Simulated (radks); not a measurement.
# Cs⁴⁺ in [Kr] 4d10 5s2 5p3: an all-electron calculation

What are the levels of the caesium ion Cs4+, how large are its shells, and how does its energy divide?

Program: radks (a radial shooting solver on a logarithmic mesh, Libxc functionals) version 1. Level of theory: scalar-relativistic Kohn-Sham, PBE, spin-unpolarised, spherical densities, finite nucleus. These are calculated values, not measurements, unless marked.

## 1. The atom as given

- element: caesium (Z = 55)
- charge: +4
- electrons: 51
- configuration: [Kr] 4d10 5s2 5p3
- nuclear rms radius: 4.8041 fm

Outer shells as boxes (Hund's rule):

Cs⁴⁺
```
[Kr] core
4d [↑↓][↑↓][↑↓][↑↓][↑↓]
5s [↑↓]
5p [↑ ][↑ ][↑ ]
```

## 2. The calculation

Input:

```text
Z 55
configuration [Kr] 4d10 5s2 5p3 6s0 4f0 5d0 6p0
relativity scalar-relativistic
functional pbe,pbe
spin unpolarised
nucleus finite rms 4.8041 fm
c 137.035999084
```

Command:

```
$ python run_ks.py task.json out
```

This one command runs every case of the session in turn.

**Question.** What will this run give?

The runs gave:

| quantity | value |
| --- | --- |
| total energy | -7782.7102 hartree |
| exchange-correlation share of it | 2.45 % |
| −T/E | 1.0536 |
| highest occupied level | 5p, -50.903 eV |
| most extended occupied level | 5p, <r> = 1.85 bohr |
| radius at density 0.001 e/bohr³ | 3.42 bohr |
| maxima of the radial density | 4 |
| ionisation energy, NIST | 56 (theory) eV |

What this shows: The radial density shows 4 maxima for 5 occupied principal shells; where shells overlap, one shows as a shoulder or not at all. Relativity lifts −T/E to 1.054. The top level binds by 50.903 eV, 91 % of the NIST ionisation energy of 56 eV. Spin polarisation and multiplet splitting are left out. Spin-orbit splitting is averaged out at the scalar-relativistic level.
